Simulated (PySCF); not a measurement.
# C7H7Cl (p-Chlorotoluene): the cost of one run

Computed with PySCF 2.14.0, with density-fitted response routines of our own, on a single molecule, in the gas phase or a continuum. Atoms are numbered from 0 throughout.

**1. The starting structure**

15 atoms, charge 0, multiplicity 1; geometry from: GFN2-xTB. The atoms were then displaced at random by about 0.01 Å, so the start is not that level's minimum.

Bonds of the start (Å): C0–C1 1.47, C1–C2 1.38, C2–C3 1.44, C3–C4 1.36, C4–Cl5 1.73, C4–C6 1.38, C6–C7 1.38, C7–C1 1.41, C0–H8 1.08, C0–H9 1.09, C0–H10 1.12, C2–H11 1.07, C3–H12 1.04, C6–H13 1.07, C7–H14 1.08.

**2. Optimising the geometry at PBE0-D3(BJ)/def2-TZVP**

What the job is given:

```
{"job": {"xc": "PBE0", "basis": "def2-TZVP", "d3": "d3bj", "grid": 2, "shake": 0.01, "kind": "geom"}, "charge": 0, "multiplicity": 1}
C     -2.225750    -0.240130    -0.051400
C     -0.761880    -0.073710    -0.009000
C      0.040810    -1.187810     0.114710
C      1.471650    -1.062330     0.148260
C      2.007430     0.185640     0.035040
Cl     3.729730     0.360450     0.080750
C      1.226920     1.317820    -0.088440
C     -0.143110     1.186200    -0.118700
H     -2.571160    -1.076410     0.534060
H     -2.576250    -0.351620    -1.076750
H     -2.745200     0.668860     0.347930
H     -0.380000    -2.164830     0.210920
H      2.036700    -1.926480     0.246700
H      1.656140     2.297150    -0.164420
H     -0.781370     2.049810    -0.216930
```

On the command line:

```
OMP_NUM_THREADS=2 python probes_run.py task.json out
```

One launch serves the whole session: the jobs run in the order shown.

**Question.** How long does this first job take on 2 threads of Intel Xeon 6975P-C, shared host, and how much memory does it need?

About 2 min, with a peak of 1.8 GiB.
